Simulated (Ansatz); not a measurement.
# MoO4: the cost of one run

Program: Ansatz 0.2.0. Level of theory: the levels named in each step. These are calculated values, not measurements.

### 1 The system as given

Bond lengths: O1–Mo2 1.795 Å, Mo2–O3 1.795 Å, Mo2–O4 1.795 Å, Mo2–O5 1.795 Å. Angles: O1–Mo2–O3 109.5°, O1–Mo2–O4 109.5°, O1–Mo2–O5 109.5°, O3–Mo2–O4 109.5°, O3–Mo2–O5 109.5°, O4–Mo2–O5 109.5°.

As a file:

```xyz
5

O    -0.2416   -1.0195   -1.4568
Mo    0.0002    0.0006    0.0000
O    -0.3589   -0.9627    1.4712
O    -1.1007    1.4163   -0.0716
O     1.7019    0.5682    0.0572
```

### 2 Relaxation, r2SCAN-D4/def2-TZVPPD

input.yaml reads:

```yaml
crystal:
  periodic: [false, false, false]
  atoms:
    - { symbol: O, position_ang: [-0.2416139, -1.01952537, -1.45680916] }
    - { symbol: Mo, position_ang: [0.00016622, 0.00060032, -1.12e-05] }
    - { symbol: O, position_ang: [-0.35894311, -0.96269037, 1.47120958] }
    - { symbol: O, position_ang: [-1.10069354, 1.41634584, -0.07160734] }
    - { symbol: O, position_ang: [1.70189433, 0.56824957, 0.05715813] }
total_charge: -2
basis:
  gaussian: { orbitals: def2-TZVPPD.json }
hamiltonian:
  xc: r2scan
  dispersion: d4
relax:
  f_tol: 0.002
  max_steps: 150
```

Launch:

```
$ ansatz run input.yaml --threads 4 --pin off --max-ram 10240MiB --backend cpu --events-out ev --progress --plain --runs-dir out
```

What time and memory should one allow on 4 threads of Intel Xeon at 2.70GHz, shared host?

About 16 s, with a peak of 0.32 GiB.
